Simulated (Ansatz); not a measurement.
Set up this calculation in Ansatz 0.2.0, as the native input.

| Property | Result |
| --- | --- |
| Task | relaxation of cell and atoms |
| Functional | PBEsol |
| Potentials or basis | Ansatz PAW |
| Cutoff | 420 eV (not typed: the program's choice for these potentials) |
| k mesh | 6 × 6 × 6 |
| Occupations | fermi-dirac, width 0.05 eV |
| Spin | no spin polarisation |
| Target pressure | 5 GPa |
| Target pressure (GPa) | 5 |

Zr3S2:

```
CELL_PARAMETERS angstrom
2.90254 1.67578 3.48777
-2.90254 1.67578 3.48777
0.00000 -3.35156 3.48777
ATOMIC_POSITIONS crystal
Zr 0.83873 0.50000 0.16127
Zr 0.50000 0.16127 0.83873
Zr 0.16127 0.83873 0.50000
S 0.66502 0.66502 0.66502
S 0.33498 0.33498 0.33498
```

The cell comes from a database or a generator and needn't be the stable form of this composition.

The input as run:

input.yaml

```yaml
crystal:
  lattice:
    - [2.9025379727, 1.6757810799, 3.4877732718]
    - [-2.9025379727, 1.6757810799, 3.4877732718]
    - [0.0, -3.3515621597, 3.4877732718]
  atoms:
    - { symbol: Zr, position: [0.838727, 0.5, 0.161273] }
    - { symbol: Zr, position: [0.5, 0.161273, 0.838727] }
    - { symbol: Zr, position: [0.161273, 0.838727, 0.5] }
    - { symbol: S, position: [0.665023, 0.665023, 0.665023] }
    - { symbol: S, position: [0.334977, 0.334977, 0.334977] }
hamiltonian:
  xc: pbesol
  pseudopotentials: { kind: paw }
kpoints:
  mp_grid: { grid: [6, 6, 6] }
scf:
  occupations: { method: fermi_dirac, width: 0.05 }
output:
  forces: true
  stress: true
  eigenvalues: true
relax:
  f_tol: 0.01
  max_steps: 40
  cell: { stress_tol: 0.05, p_target: 5.0 }
```

Potentials or basis: Ansatz PAW.

The run is started by

```console
$ ansatz run input.yaml --threads 2 --pin off --max-ram 5632MiB --backend cpu --events-out ev --progress --plain --runs-dir out
```

It gave:

| Item | Value |
| --- | --- |
| Relaxed volume | 18.81 Å³/atom |
| Relaxed cell | a = 4.715 Å, b = 4.715 Å, c = 4.715 Å, α = 73.56°, β = 73.56°, γ = 73.56° |
| Space group after relaxing (to 0.05 Å) | R32 (No. 155) |
| Energy change on relaxing (the enthalpy is what falls) | -3.3 meV/atom |
| Ionic steps | 6 |
| Pressure after relaxing | 5.0 GPa |
| Largest force after relaxing | 0.003 eV/Å |
| Band gap on the k mesh | none (metal or under the smearing width) |

Caveat: the plane-wave basis is chosen anew once the cell has moved, so the energies of steps on either side of that aren't comparable; the PAW data sets come from PBE, with cores solved anew for the run's functional, which leaves a small shift of forces and pressure.

It took 98 s on 2 threads of Intel(R) Xeon(R) Processor @ 2.50GHz (Skylake/Cascade Lake) (shared host), peak memory 0.42 GiB.
